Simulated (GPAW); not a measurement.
Input of a GPAW 26.7.0 run:

File run.py:

```python
import numpy as np
from ase.dft.bandgap import bandgap
from ase.io import read, write
from ase.units import GPa
from gpaw import GPAW, PW

atoms = read('POSCAR')

calc = GPAW(mode=PW(800),
            xc='PBE',
            kpts={'size': (9, 9, 6), 'gamma': True},
            occupations={'name': 'fermi-dirac', 'width': 0.05},
            setups={'Ta': ':d,2.0'},
            nbands=20,
            convergence={'density': 1e-05, 'energy': 1e-05},
            maxiter=150,
            txt='gpaw.txt')
atoms.calc = calc
energy = atoms.get_potential_energy()
forces = atoms.get_forces()
stress = atoms.get_stress()
calc.write('gs.gpw')
write('result.traj', atoms)
print(f'Energy: {energy:.6f} eV')
print('Forces (eV/A):')
print(forces.round(4))
print('Stress (GPa):', (stress / GPa).round(3))
print('Fermi level:', round(calc.get_fermi_level(), 4), 'eV')
print(f'Gap: {bandgap(calc)[0]:.4f} eV, direct: {bandgap(calc, direct=True)[0]:.4f} eV')

dense = calc.fixed_density(kpts={'size': (13, 13, 9), 'gamma': True}, update_fermi_level=True,
                           nbands=31, convergence={'bands': 'CBM+6.0', 'eigenstates': 1e-6}, txt='dos.txt')
ef = dense.get_fermi_level()
dos = dense.dos(shift_fermi_level=False)
energies = np.linspace(ef - 14, ef + 6, 401)
spins = [None]
columns = [energies] + [dos.raw_dos(energies, spin=s, width=0.2) for s in spins]
for symbol, l in [('O', 0), ('O', 1), ('Ta', 0), ('Ta', 1), ('Ta', 2)]:
    for s in spins:
        columns.append(sum(dos.raw_pdos(energies, a=a.index, l=l, spin=s, width=0.2)
                           for a in atoms if a.symbol == symbol))
np.savetxt('dos.dat', np.array(columns).T, fmt='%.4f')
print('Fermi level on the dense mesh:', round(ef, 4), 'eV')
```

The input POSCAR:

```
TaO
1.0
    3.0661116177      0.0000000000      0.0000000000
   -1.5330558089      2.6553305518      0.0000000000
    0.0000000000      0.0000000000      3.8550200000
Ta O
1 1
Direct
    0.0000000000      0.0000000000      0.5000000000
    0.0000000000      0.0000000000      0.0000000000
```

Potentials or basis: GPAW PAW data sets (gpaw-data 1.2.1), pw.

The run is started by

```bash
$ OMP_NUM_THREADS=1 python run.py
```

(1) Predict the band gap on the k mesh.

(2) What does it give for the density of states at the Fermi level?

Answers

(1) none (metal or under the smearing width).

(2) 1.88 states/eV per cell.

Caveat: an odd number of electrons without spin polarisation forces a metal; a magnetic or distorted state may lie lower; U without spin polarisation on a metal has little footing.
